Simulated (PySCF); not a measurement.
**ZrCl₄: a look at the electrons**

For ZrCl₄, the scripts below analyse its density (charges, bond critical points, surface potential), see where an electron leaves and enters and measure its response to a uniform field.

Program: PySCF 2.14.0. Level of theory: levels as typed in each script, gas phase, geometry from GFN2-xTB. These are calculated values, not measurements.

**1. Starting geometry**

5 atoms, charge 0, spin multiplicity 1.

Bond lengths: Cl1–Zr2 2.250 Å, Zr2–Cl3 2.252 Å, Zr2–Cl4 2.252 Å, Zr2–Cl5 2.251 Å. Angles: Cl1–Zr2–Cl3 109.5°, Cl1–Zr2–Cl4 109.5°, Cl1–Zr2–Cl5 109.5°, Cl3–Zr2–Cl4 109.4°, Cl3–Zr2–Cl5 109.5°, Cl4–Zr2–Cl5 109.5°.

As a file:

```xyz
5

Cl   -1.2732    1.2996   -1.3254
Zr   -0.0008    0.0001   -0.0004
Cl    1.2741    1.2993    1.3262
Cl    1.3275   -1.2994   -1.2725
Cl   -1.3265   -1.2998    1.2725
```

**2. Density, bond paths and surface potential (PBE/def2-tzvp)**

input.py reads:

```python
import numpy as np
from pyscf import gto, scf, dft
from pyscf.scf import atom_ks, atom_hf
from scipy.linalg import block_diag

def solve(mol, dm0=None, hcore=None):
    mf = (dft.UKS if mol.spin else dft.RKS)(mol, xc='pbe')
    mf.grids.level = 3
    mf = mf.density_fit(auxbasis='def2-universal-jkfit')
    mf.conv_tol, mf.max_cycle = 1e-8, 80
    if hcore is not None:
        mf.get_hcore = lambda *args: hcore
    mf.kernel(dm0)
    if not mf.converged:
        mf = mf.newton().run(mf.mo_coeff, mf.mo_occ, max_cycle=30)
    assert mf.converged, 'SCF not converged'
    return mf

mol = gto.M(atom='''
Cl    -1.27325     1.29961    -1.32538
Zr    -0.00076     0.00012    -0.00036
Cl     1.27407     1.29930     1.32618
Cl     1.32746    -1.29937    -1.27249
Cl    -1.32649    -1.29981     1.27254
''', basis='def2-tzvp', ecp={'Zr': 'def2-tzvp'}, charge=0, spin=0, verbose=4)
mf = solve(mol)
mf.analyze()
# spherically averaged free atoms, for the promolecule
atom_ks.AtomSphAverageRKS.init_guess_by_vsap = lambda self, mol=None: self.init_guess_by_minao(mol)  # core potentials
atm = atom_ks.get_atm_nrks(mol, xc='pbe')
pro = block_diag(*[(atm[a[0]][2] * atm[a[0]][3]) @ atm[a[0]][2].T for a in mol._atom])
np.savez('result.npz', e=mf.e_tot, c=mf.mo_coeff, occ=mf.mo_occ, eps=mf.mo_energy, pro=pro, dip=mf.dip_moment(verbose=0), s2=mf.spin_square()[0])
```

Run with:

```bash
$ OMP_NUM_THREADS=1 python input.py
```

**4. Removing and adding an electron (PBE/def2-tzvp)**

Changes to input.py since step 2:

```diff
@@ -26,3 +26,12 @@
 mf = solve(mol)
-mf.analyze()
+out = dict(e0=mf.e_tot, dm0=mf.make_rdm1(), c=mf.mo_coeff, occ=mf.mo_occ, eps=mf.mo_energy)
+for name, dq, spin in [('cation', 1, 1)]:
+    ion = mol.copy().set(charge=mol.charge + dq, spin=spin).build()
+    mi = solve(ion)
+    if spin and dq > 0 and mol.nao < 130:
+        c, _, stable, _ = mi.stability(return_status=True)
+        if not stable:
+            mi = solve(ion, mi.make_rdm1(c, mi.mo_occ))
+    print(name, 'vertical energy change / eV', (mi.e_tot - mf.e_tot) * 27.211386)
+    out.update({'e_' + name: mi.e_tot, 'dm_' + name: mi.make_rdm1(), 's2_' + name: mi.spin_square()[0], 'eps_' + name: mi.mo_energy, 'occ_' + name: mi.mo_occ})
 # spherically averaged free atoms, for the promolecule
@@ -31,2 +40,2 @@
 pro = block_diag(*[(atm[a[0]][2] * atm[a[0]][3]) @ atm[a[0]][2].T for a in mol._atom])
-np.savez('result.npz', e=mf.e_tot, c=mf.mo_coeff, occ=mf.mo_occ, eps=mf.mo_energy, pro=pro, dip=mf.dip_moment(verbose=0), s2=mf.spin_square()[0])
+np.savez('result.npz', pro=pro, **out)
```

**5. Response to an electric field (PBE/def2-tzvp)**

input.py reads:

```python
import numpy as np
from pyscf import gto, scf, dft
from pyscf.scf import atom_ks, atom_hf
from scipy.linalg import block_diag

def solve(mol, dm0=None, hcore=None):
    mf = (dft.UKS if mol.spin else dft.RKS)(mol, xc='pbe')
    mf.grids.level = 3
    mf = mf.density_fit(auxbasis='def2-universal-jkfit')
    mf.conv_tol, mf.max_cycle = 1e-8, 80
    if hcore is not None:
        mf.get_hcore = lambda *args: hcore
    mf.kernel(dm0)
    if not mf.converged:
        mf = mf.newton().run(mf.mo_coeff, mf.mo_occ, max_cycle=30)
    assert mf.converged, 'SCF not converged'
    return mf

mol = gto.M(atom='''
Cl    -1.27325     1.29961    -1.32538
Zr    -0.00076     0.00012    -0.00036
Cl     1.27407     1.29930     1.32618
Cl     1.32746    -1.29937    -1.27249
Cl    -1.32649    -1.29981     1.27254
''', basis='def2-tzvp', ecp={'Zr': 'def2-tzvp'}, charge=0, spin=0, verbose=4)
field = np.array([0.004, 0.0, 0.0])  # atomic units
mol.set_common_orig(mol.atom_charges() @ mol.atom_coords() / mol.atom_charges().sum())
mf = solve(mol)
out = dict(dm0=mf.make_rdm1(), d0=mf.dip_moment(unit='AU'), e0=mf.e_tot)
for name, sign in (('p', 1), ('m', -1)):
    h = mf.get_hcore() + sign * np.einsum('x,xij->ij', field, mol.intor('int1e_r'))
    mi = solve(mol, mf.make_rdm1(), h)
    out.update({'dm' + name: mi.make_rdm1(), 'd' + name: mi.dip_moment(unit='AU'), 'e' + name: mi.e_tot})
# spherically averaged free atoms, for the promolecule
atom_ks.AtomSphAverageRKS.init_guess_by_vsap = lambda self, mol=None: self.init_guess_by_minao(mol)  # core potentials
atm = atom_ks.get_atm_nrks(mol, xc='pbe')
pro = block_diag(*[(atm[a[0]][2] * atm[a[0]][3]) @ atm[a[0]][2].T for a in mol._atom])
np.savez('result.npz', pro=pro, **out)
```

(Steps that only read results are left out.)

**Question.** What will these runs give? Wanted: dipole moment; HOMO, LUMO; polarisability along the field.

**Answer**, as computed:

```
                                      quantity            value
                 dipole moment (PBE/def2-tzvp)           0.01 D
                    HOMO, LUMO (PBE/def2-tzvp)  -8.35, -3.06 eV
polarisability along the field (PBE/def2-tzvp)       89.1 bohr³
```

**Reading.** At PBE/def2-tzvp: The highest Hirshfeld charge is on Zr2 (+0.49 e), the lowest on Cl1, Cl3, Cl4 and Cl5 (−0.12 e). The geometry was not optimised at these levels.
